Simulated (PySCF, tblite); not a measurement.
# C₅H₁₂BFS: geometry, infrared bands and NMR shifts

What infrared bands and NMR shifts should C₅H₁₂BFS (`C[S+](C)[BH2-][C@@H]1C[C@H]1F`) show?

Computed with tblite 0.8.0 and PySCF 2.14.0, with density-fitted response routines of our own, on a single molecule in the gas phase. Atoms count from 0, in the outputs and in this text.

## (1) Starting geometry

20 atoms, charge 0, multiplicity 1; geometry from: force field or distance geometry start.

Bonds of the start (Å): C0–S1 1.77, S1–C2 1.76, S1–B3 1.86, B3–C4 1.60, C4–C5 1.52, C5–C6 1.52, C6–F7 1.38, C6–C4 1.53, C0–H8 1.11, C0–H9 1.12, C0–H10 1.11, C2–H11 1.11, C2–H12 1.12, C2–H13 1.11, B3–H14 1.20, B3–H15 1.20, C4–H16 1.11, C5–H17 1.12, C5–H18 1.11, C6–H19 1.12.

## (2) Optimising the geometry with GFN2-xTB

What the job is given:

```
{"job": {"kind": "relax", "xc": "GFN2-xTB", "basis": "xTB"}, "charge": 0, "multiplicity": 1}
C     -1.915900    -1.724400    -0.563100
S     -1.401600    -0.530600     0.643700
C     -1.914800     1.093400     0.185300
B      0.448100    -0.588600     0.864900
C      1.183400    -0.163100    -0.485500
C      2.626500     0.289100    -0.334900
C      1.543400     1.315200    -0.610200
F      1.557500     1.784100    -1.904100
H     -1.564800    -2.735400    -0.272100
H     -3.036600    -1.724200    -0.614600
H     -1.509700    -1.454000    -1.555700
H     -1.521000     1.343200    -0.818100
H     -3.037300     1.132200     0.156900
H     -1.552300     1.834000     0.921800
H      0.749500     0.126400     1.781700
H      0.765400    -1.709500     1.158900
H      0.969000    -0.674700    -1.448800
H      3.028800     0.325700     0.704600
H      3.281500     0.076600    -1.200200
H      1.295400     1.995200     0.240600
```

Started as:

```bash
$ OMP_NUM_THREADS=1 python probes_run.py task.json out
```

The driver reads the jobs from task.json and runs them one after another.

**Question.** This job is followed by: GFN2-xTB harmonic vibrations, gas phase; GIAO PBE0/pcSseg-1 NMR shielding, non-relativistic, gas phase. What will the session give for the following? strongest single infrared mode (GFN2-xTB); zero-point energy (GFN2-xTB); 13C shifts against TMS (PBE0/pcSseg-1); 1H shifts against TMS (PBE0/pcSseg-1, means over atoms taken as alike); 33S shifts against CS2 (PBE0/pcSseg-1); 11B shifts against BF3·OEt2 (PBE0/pcSseg-1); 19F shifts against CFCl3 (PBE0/pcSseg-1).

The runs gave:

| quantity | value |
| --- | --- |
| strongest single infrared mode (GFN2-xTB) | 2501 cm⁻¹, 162 km/mol |
| zero-point energy (GFN2-xTB) | 100.6 kcal/mol |
| 13C shifts against TMS (PBE0/pcSseg-1) | 82.0, 26.5, 25.8, 11.4, 7.2 ppm |
| 1H shifts against TMS (PBE0/pcSseg-1, means over atoms taken as alike) | 4.19, 2.32, 2.31, 2.20, 1.39, 1.08, 0.32, 0.18 ppm |
| 33S shifts against CS2 (PBE0/pcSseg-1) | -10 ppm |
| 11B shifts against BF3·OEt2 (PBE0/pcSseg-1) | -18.6 ppm |
| 19F shifts against CFCl3 (PBE0/pcSseg-1) | -231.9 ppm |

What this shows: Over 51 steps the energy fell by 0.778 eV; of the close pairs, S1–B3 changed most, 1.864 to 1.999 Å. All 54 modes are real, so the xTB geometry is a minimum. The strongest single mode, at 2501 cm⁻¹, moves mainly H15. GFN2-xTB is a fitted tight-binding method: band positions and strengths are rough. Its intensities can rank the bands wrongly. C6 (three-membered-ring carbon bearing a halogen) lies farthest downfield among carbon, at 82.0 ppm; deshielded by the electronegative neighbour. H19 (hydrogen on a three-membered-ring carbon bearing a halogen) lies farthest downfield among hydrogen, at 4.19 ppm; its carbon carries F, which withdraws density. At PBE0/pcSseg-1: Shielding is most anisotropic at S1 (span 252 ppm, paramagnetic term -544 ppm).
